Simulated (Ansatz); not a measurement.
# BrCl2GeH: the cost of one run

Computed with Ansatz 0.2.0, Gaussian basis. Level: PBE0-D4, def2-SVP first, then def2-TZVP.

152 further runs of the same task are left out: 152 set aside as unsound or not needed.

## 1. The starting structure

The guess: 5 atoms, charge 0, spin multiplicity 1.

Atoms are counted from 1 here; the program's logs count them from 0.

Bond lengths: Ge1–Br2 2.668 Å, Ge1–Cl4 2.152 Å, Ge1–Cl5 2.474 Å, Br2–H3 1.688 Å. Angles: Br2–Ge1–Cl4 98.9°, Br2–Ge1–Cl5 77.2°, Cl4–Ge1–Cl5 97.3°, Ge1–Br2–H3 63.5°.

Geometry (Å):

```xyz
5
BrCl2GeH
Ge   -0.1700    0.8524   -0.9474
Br    0.0291   -1.7925   -0.6632
H     0.8568   -0.8489    0.4648
Cl   -2.0152    1.1644    0.1157
Cl    1.2993    0.6247    1.0302
```

Distances that are to change: Br2–H3 1.69 Å, Ge1–Br2 2.67 Å, Ge1–H3 2.44 Å.

## 2. Relaxing the guess with the reacting distances held

hold/in.yaml reads:

```yaml
crystal:
  periodic: [false, false, false]
  atoms:
    - {symbol: Ge, position_ang: [-0.170000, 0.852400, -0.947400]}
    - {symbol: Br, position_ang: [0.029100, -1.792500, -0.663200]}
    - {symbol: H, position_ang: [0.856800, -0.848900, 0.464800]}
    - {symbol: Cl, position_ang: [-2.015200, 1.164400, 0.115700]}
    - {symbol: Cl, position_ang: [1.299300, 0.624700, 1.030200]}
basis:
  gaussian: {orbitals: def2-SVP}
hamiltonian: {xc: pbe0, dispersion: d4}
relax: {f_tol: 0.04, max_steps: 150, escape_saddle: false, constraints: [{distance: [1, 2]}, {distance: [0, 1]}, {distance: [0, 2]}]}
```

On the command line:

```console
$ ansatz run in.yaml --threads 4 --pin off --events-out ev --progress --plain --max-ram 9574MiB
```

**Question.** How long does this run take on 4 threads of AMD EPYC 9R45, shared host?

About 5 s.
